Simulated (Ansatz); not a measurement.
**C₄H₅F₃: up Jacob's ladder to CCSD(T)**

One table from this session's results is given with a row withheld; the runs are named, their logs left out.

The runs use Ansatz 0.2.0, Gaussian basis; functionals in def2-TZVPP, the program's frozen cores in correlated methods.

The runs, in order: LDA (SPW92), PBE-D4, revPBE-D4, BLYP-D4, r2SCAN-D4, B97M-V, PBE0-D4, B3LYP-D4, r2SCANh-D4, r2SCAN0-D4, HSE06-D4, BHLYP-D4, CAM-B3LYP-D4, LC-ωPBE, ωB97X-V, ωB97M-V, B2PLYP, PBE-QIDH; CCSD(T)/def2-SVP; CCSD(T)/def2-TZVPP; MP2/def2-QZVPP; extrapolation to the limit; RPA on PBE.

## The geometry

All runs share one geometry, relaxed beforehand with PBE0-D4 in a triple-zeta def2 set.

SMILES `FC1CCC1(F)F`, 12 atoms, charge 0, spin multiplicity 1.

Atoms are counted from 1 here; the program's logs count them from 0.

Bond lengths: F1–C2 1.370 Å, C2–C3 1.537 Å, C2–C5 1.541 Å, C2–H8 1.091 Å, C3–C4 1.549 Å, C3–H9 1.088 Å, C3–H10 1.090 Å, C4–C5 1.524 Å, C4–H11 1.090 Å, C4–H12 1.089 Å, C5–F6 1.358 Å, C5–F7 1.340 Å. Angles: F1–C2–C3 111.8°, F1–C2–C5 111.3°, F1–C2–H8 109.2°, C3–C2–C5 87.5°, C3–C2–H8 119.3°, C5–C2–H8 116.4°, C2–C3–C4 89.9°, C2–C3–H9 114.1°, C2–C3–H10 112.0°, C4–C3–H9 116.8°, C4–C3–H10 113.1°, H9–C3–H10 109.7°, C3–C4–C5 87.7°, C3–C4–H11 112.3°, C3–C4–H12 118.5°, C5–C4–H11 110.6°, C5–C4–H12 115.8°, H11–C4–H12 110.2° and more.

Set-up of the first run:

in.yaml

```yaml
crystal:
  periodic: [false, false, false]
  atoms:
    - {symbol: F, position_ang: [-1.679806, 0.548062, 1.058867]}
    - {symbol: C, position_ang: [-0.533601, 0.852936, 0.372444]}
    - {symbol: C, position_ang: [-0.475039, 0.136243, -0.985794]}
    - {symbol: C, position_ang: [0.394103, -0.980297, -0.355912]}
    - {symbol: C, position_ang: [0.640105, -0.041129, 0.818515]}
    - {symbol: F, position_ang: [1.811601, 0.635318, 0.695169]}
    - {symbol: F, position_ang: [0.592133, -0.549814, 2.057089]}
    - {symbol: H, position_ang: [-0.366099, 1.930452, 0.415870]}
    - {symbol: H, position_ang: [-1.447699, -0.158794, -1.375303]}
    - {symbol: H, position_ang: [0.057803, 0.722492, -1.734078]}
    - {symbol: H, position_ang: [-0.198931, -1.838881, -0.041982]}
    - {symbol: H, position_ang: [1.282329, -1.311789, -0.890785]}
basis:
  gaussian: {orbitals: def2-TZVPP}
hamiltonian: {xc: lda}
output: {orbitals: {seedname: orbitals}}
```

Started as:

```
> ansatz run in.yaml --threads 4 --pin off --events-out ev --progress --plain --max-ram 11315MiB
```

Steps of the session up to this table: LDA; PBE-D4 (GGA); revPBE-D4 (GGA); BLYP-D4 (GGA); r2SCAN-D4 (meta-GGA); B97M-V (meta-GGA); PBE0-D4 (hybrid); B3LYP-D4 (hybrid); r2SCANh-D4 (hybrid); r2SCAN0-D4 (hybrid); HSE06-D4 (hybrid); BHLYP-D4 (hybrid); CAM-B3LYP-D4 (range-separated); LC-ωPBE (range-separated); ωB97X-V (range-separated); ωB97M-V (range-separated); B2PLYP (double hybrid); PBE-QIDH (double hybrid).

One table of the session follows, with a row left open; its other results are not shown here.

It belongs to the step «Orbital energies across the functionals». 

| functional | HOMO (eV) | LUMO (eV) | gap (eV) |
| --- | --- | --- | --- |
| LDA (SPW92) | -7.45 | -0.30 | 7.15 |
| PBE-D4 | -7.27 | -0.04 | 7.23 |
| revPBE-D4 | -7.19 | 0.05 | 7.25 |
| BLYP-D4 | -7.24 | 0.06 | 7.29 |
| r2SCAN-D4 | -7.61 | 0.40 | 8.00 |
| B97M-V | -7.77 | 0.28 | 8.05 |
| PBE0-D4 | ? | ? | ? |
| B3LYP-D4 | -8.72 | 0.71 | 9.43 |
| r2SCANh-D4 | -8.22 | 0.77 | 8.99 |
| r2SCAN0-D4 | -9.13 | 1.31 | 10.44 |
| HSE06-D4 | -8.50 | 0.62 | 9.12 |
| BHLYP-D4 | -10.52 | 1.87 | 12.40 |
| CAM-B3LYP-D4 | -10.43 | 1.98 | 12.41 |
| LC-ωPBE | -11.69 | 3.26 | 14.95 |
| ωB97X-V | -11.37 | 3.13 | 14.49 |
| ωB97M-V | -11.27 | 2.75 | 14.02 |

Estimate the missing values for PBE0-D4.

As computed: HOMO (eV): -8.91; LUMO (eV): 1.00; gap (eV): 9.91. In the column «HOMO (eV)» it lies between r2SCAN0-D4 (-9.13) and B3LYP-D4 (-8.72).
